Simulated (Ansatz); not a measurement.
# H6NSn: the cost of one run

All numbers below are computed with Ansatz 0.2.0 (UHF/def2-SVP).

## 1. The system as given

Bond lengths: Sn1–H2 1.990 Å, Sn1–H3 1.740 Å, Sn1–H4 1.739 Å, Sn1–H5 1.739 Å, N6–H7 1.060 Å, N6–H8 1.060 Å. Angles: H2–Sn1–H3 109.4°, H2–Sn1–H4 109.5°, H2–Sn1–H5 109.5°, H3–Sn1–H4 109.5°, H3–Sn1–H5 109.5°, H4–Sn1–H5 109.5°, H7–N6–H8 120.0°.

Coordinates:

```xyz
8

Sn    0.0000    0.0000    0.0000
H     0.0000    0.0000    1.9900
H     1.6408    0.0000   -0.5794
H    -0.8195    1.4198   -0.5794
H    -0.8195   -1.4198   -0.5794
N     0.0000    0.0000    3.3500
H    -0.4960   -0.7725    3.8800
H     0.4960    0.7725    3.8800
```

## 2. A restrained relaxation towards end A

Springs on the bonds that form and break draw the guess towards this end; the thresholds are loose.

input.yaml reads:

```yaml
crystal:
  periodic: [false, false, false]
  atoms:
    - { symbol: Sn, position_ang: [0.0, 0.0, 0.0] }
    - { symbol: H, position_ang: [0.0, 0.0, 1.99] }
    - { symbol: H, position_ang: [1.6408, 0.0, -0.5794] }
    - { symbol: H, position_ang: [-0.8195, 1.4198, -0.5794] }
    - { symbol: H, position_ang: [-0.8195, -1.4198, -0.5794] }
    - { symbol: "N", position_ang: [0.0, 0.0, 3.35] }
    - { symbol: H, position_ang: [-0.496, -0.7725, 3.88] }
    - { symbol: H, position_ang: [0.496, 0.7725, 3.88] }
magnetization:
  spin_polarized: true
  initial_magnetization: 1
basis:
  gaussian: { orbitals: def2-SVP }
hamiltonian:
  xc: hf
relax:
  f_tol: 0.15
  max_steps: 25
  restrain:
    - { distance: [1, 5], at: 2.26, k: 30.0 }
    - { distance: [0, 1], at: 1.74, k: 30.0 }
output:
  orbitals: {}
```

Launch:

```
> ansatz run input.yaml --threads 1 --pin off --max-ram 2048MiB --backend cpu --events-out ev --progress --plain --runs-dir out
```

What time and memory should one allow on 1 thread of Arm Neoverse V2, shared host?

About 14 s, with a peak of 0.14 GiB.
